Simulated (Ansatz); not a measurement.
# C2H5BOSi: the cost of one run

Program: Ansatz 0.2.0. Level of theory: RKS B3LYP-D4/def2-SVP. These are calculated values, not measurements.

## 1. The structure to begin with

Bond lengths: B1–C2 1.531 Å, C2–C3 1.366 Å, C3–Si4 1.807 Å, C2–O5 1.446 Å, Si4–O5 1.688 Å, B1–H6 1.225 Å, B1–H7 1.157 Å, C3–H8 1.045 Å, Si4–H9 1.408 Å, Si4–H10 1.510 Å. Angles (14 of 16 angles, heavy atoms first): B1–C2–C3 129.5°, B1–C2–O5 131.5°, C3–C2–O5 99.0°, C2–C3–Si4 91.6°, C3–Si4–O5 75.4°, C2–O5–Si4 93.9°, C2–B1–H6 119.1°, C2–B1–H7 121.8°, C2–C3–H8 137.6°, Si4–C3–H8 130.4°, C3–Si4–H9 114.6°, C3–Si4–H10 108.2°, O5–Si4–H9 116.5°, O5–Si4–H10 111.7°.

Structure file:

```xyz
10

B    -1.0739   -0.4206   -1.6969
C    -0.2295    0.0145   -0.4960
C    -0.1156   -0.5589    0.7391
Si    1.1563    0.6273    1.2298
O     0.7209    1.0922   -0.3335
H    -1.0893    0.2832   -2.7000
H    -1.8077   -1.3134   -1.6355
H    -0.4870   -1.3995    1.2370
H     2.4425    0.0764    1.3873
H     0.5664    1.5475    2.2716
```

## 2. End point A

Input file input.yaml:

```yaml
crystal:
  periodic: [false, false, false]
  atoms:
    - { symbol: B, position_ang: [-1.0739, -0.4206, -1.6969] }
    - { symbol: C, position_ang: [-0.2295, 0.0145, -0.496] }
    - { symbol: C, position_ang: [-0.1156, -0.5589, 0.7391] }
    - { symbol: Si, position_ang: [1.1563, 0.6273, 1.2298] }
    - { symbol: O, position_ang: [0.7209, 1.0922, -0.3335] }
    - { symbol: H, position_ang: [-1.0893, 0.2832, -2.7] }
    - { symbol: H, position_ang: [-1.8077, -1.3134, -1.6355] }
    - { symbol: H, position_ang: [-0.487, -1.3995, 1.237] }
    - { symbol: H, position_ang: [2.4425, 0.0764, 1.3873] }
    - { symbol: H, position_ang: [0.5664, 1.5475, 2.2716] }
basis:
  gaussian: { orbitals: def2-SVP }
hamiltonian:
  xc: b3lyp
  dispersion: d4
relax:
  f_tol: 0.02
  max_steps: 50
```

The run is started by

```console
ansatz run input.yaml --threads 2 --pin off --max-ram 3072MiB --backend cpu --events-out ev --progress --plain --runs-dir out
```

Q: Estimate wall time and peak memory on 2 threads of Arm Neoverse V2, shared host.

About 21 s, with a peak of 0.2 GiB.
